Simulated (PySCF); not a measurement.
# ErH3N (Er(NH3)3+): the cost of one run

Program: PySCF 2.14.0. Level of theory: PBE0, Er lcecp-1-SVP with ECP57, N def2-SVP, H def2-SVP; scalar-relativistic core potentials, no spin–orbit coupling. These are calculated values, not measurements.

1 further run of the same task is left out (for a known fault of the program).

## Step 1: The system as given

5 atoms, charge 3, spin multiplicity 1.

Bond lengths: Er1–N2 2.482 Å, N2–H3 1.020 Å, N2–H4 1.020 Å, N2–H5 1.020 Å. Angles: Er1–N2–H3 113.0°, Er1–N2–H4 113.0°, Er1–N2–H5 113.0°, H3–N2–H4 105.8°, H3–N2–H5 105.8°, H4–N2–H5 105.8°.

As a file:

```xyz
5
ErH3N
Er    0.0000    0.0000    0.0000
N     0.0000    0.0000    2.4825
H     0.9392    0.0000    2.8805
H    -0.4696    0.8133    2.8805
H    -0.4696   -0.8133    2.8805
```

Formal oxidation states: Er +3. Each metal's 11 4f electrons lie in its core potential, so multiplicities, spins and levels count the valence alone.

## Step 2: SCF at the start, singlet

run.py (the lines that set the calculation)

```python
mol = gto.M(atom='''
Er     0.00000     0.00000     0.00000
N      0.00000     0.00000     2.48250
H      0.93920     0.00000     2.88050
H     -0.46960     0.81330     2.88050
H     -0.46960    -0.81330     2.88050''',
    basis={'Er': 'lcecp-1-SVP', 'N': 'def2-SVP', 'H': 'def2-SVP'},
    ecp={'Er': 'lcecp-1-SVP'},
    charge=3, spin=0)
mf = dft.RKS(mol, xc='PBE0')
mf.grids.atom_grid = (50, 194)  # f atoms: unpruned, at least (60, 302)
mf = mf.density_fit()  # fitting sets: Er AutoAux, N def2-universal-JKFIT, H def2-universal-JKFIT
mf.conv_tol = 1e-08; mf.max_cycle = 55
mf.kernel(dm0)  # dm0: free metal ions and neutral atoms
```

The run is started by

```sh
OMP_NUM_THREADS=2 python run.py
```

What time and memory should one allow on 2 threads of Arm Neoverse V1, shared host?

About 2 s, with a peak of 0.36 GiB.
